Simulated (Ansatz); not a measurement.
# H8O2Si2: the cost of one run

Method: PBE0-D4/def2-SVP; program: Ansatz 0.2.0, Gaussian basis.

22 further runs of the same task are left out: 22 set aside as unsound or not needed.

## Step 1: Where the work starts

The first end: 12 atoms, charge 0, spin multiplicity 1.

Atoms are counted from 1 here; the program's logs count them from 0.

Bond lengths: Si1–H2 1.486 Å, Si1–O3 1.647 Å, Si1–H5 1.479 Å, Si1–H6 1.483 Å, O3–Si4 1.628 Å, Si4–H9 1.488 Å, Si4–H10 1.484 Å, Si4–H11 1.488 Å, H7–O8 0.960 Å, O8–H12 0.960 Å. Angles: H2–Si1–O3 107.6°, H2–Si1–H5 111.4°, H2–Si1–H6 110.9°, O3–Si1–H5 106.2°, O3–Si1–H6 108.2°, H5–Si1–H6 112.4°, Si1–O3–Si4 146.0°, O3–Si4–H9 110.7°, O3–Si4–H10 108.7°, O3–Si4–H11 110.5°, H9–Si4–H10 109.3°, H9–Si4–H11 108.5°, H10–Si4–H11 109.1°, H7–O8–H12 105.4°.

Coordinates:

```xyz
12
H8O2Si2
Si    0.3392    0.0131    0.3872
H     1.3375   -0.6141   -0.5168
O    -1.1131   -0.7119    0.1056
Si   -2.4090   -0.8004   -0.8758
H     0.6604   -0.2471    1.8078
H     0.1977    1.4602    0.0955
H     3.2432    1.5369    0.1744
O     2.7986    1.2474    0.9749
H    -2.8556    0.5608   -1.2799
H    -3.5102   -1.4823   -0.1512
H    -2.0816   -1.5749   -2.1033
H     3.3928    0.6121    1.3818
```

The second end:

```xyz
12
charge 0, multiplicity 1
Si    0.35416    0.51657    1.42649
H     1.03730    1.00229   -2.41000
O    -0.66252   -0.53537    0.70981
Si   -1.48284   -0.92375   -0.65292
H     0.34883    0.18099    2.87049
H    -0.08314    1.90433    1.16149
H     1.42022    0.91782   -1.77367
O     1.87438    0.42631    0.81761
H    -1.91823    0.30650   -1.36409
H    -2.67206   -1.72122   -0.26538
H    -0.61885   -1.73086   -1.55119
H     2.40275   -0.34372    1.03146
```

## Step 2: The band at PBE0-D4/def2-SVP

neb/in.yaml

```yaml
crystal:
  periodic: [false, false, false]
  atoms:
    - {symbol: Si, position_ang: [0.339158, 0.013086, 0.387205]}
    - {symbol: H, position_ang: [1.337473, -0.614088, -0.516822]}
    - {symbol: O, position_ang: [-1.113114, -0.711922, 0.105571]}
    - {symbol: Si, position_ang: [-2.408972, -0.800370, -0.875811]}
    - {symbol: H, position_ang: [0.660421, -0.247100, 1.807770]}
    - {symbol: H, position_ang: [0.197730, 1.460246, 0.095492]}
    - {symbol: H, position_ang: [3.243237, 1.536907, 0.174429]}
    - {symbol: O, position_ang: [2.798571, 1.247432, 0.974887]}
    - {symbol: H, position_ang: [-2.855554, 0.560818, -1.279903]}
    - {symbol: H, position_ang: [-3.510157, -1.482274, -0.151200]}
    - {symbol: H, position_ang: [-2.081622, -1.574943, -2.103273]}
    - {symbol: H, position_ang: [3.392828, 0.612108, 1.381754]}
basis:
  gaussian: {orbitals: def2-SVP}
hamiltonian: {xc: pbe0, dispersion: d4}
neb:
  images: 5
  climbing: true
  max_iterations: 40
  initial_path: idpp
  final_atoms:
    - {symbol: Si, position_ang: [0.354161, 0.516574, 1.426494]}
    - {symbol: H, position_ang: [1.037301, 1.002295, -2.410001]}
    - {symbol: O, position_ang: [-0.662521, -0.535368, 0.709811]}
    - {symbol: Si, position_ang: [-1.482841, -0.923752, -0.652920]}
    - {symbol: H, position_ang: [0.348833, 0.180986, 2.870494]}
    - {symbol: H, position_ang: [-0.083145, 1.904330, 1.161486]}
    - {symbol: H, position_ang: [1.420217, 0.917819, -1.773672]}
    - {symbol: O, position_ang: [1.874385, 0.426313, 0.817611]}
    - {symbol: H, position_ang: [-1.918229, 0.306500, -1.364088]}
    - {symbol: H, position_ang: [-2.672065, -1.721221, -0.265385]}
    - {symbol: H, position_ang: [-0.618847, -1.730857, -1.551186]}
    - {symbol: H, position_ang: [2.402750, -0.343721, 1.031457]}
```

Launch:

```
ansatz run in.yaml --threads 4 --pin off --events-out ev --progress --plain --max-ram 9574MiB
```

**Question.** How long does this run take on 4 threads of Intel Xeon at 2.50GHz, shared host?

About 8.6 min.
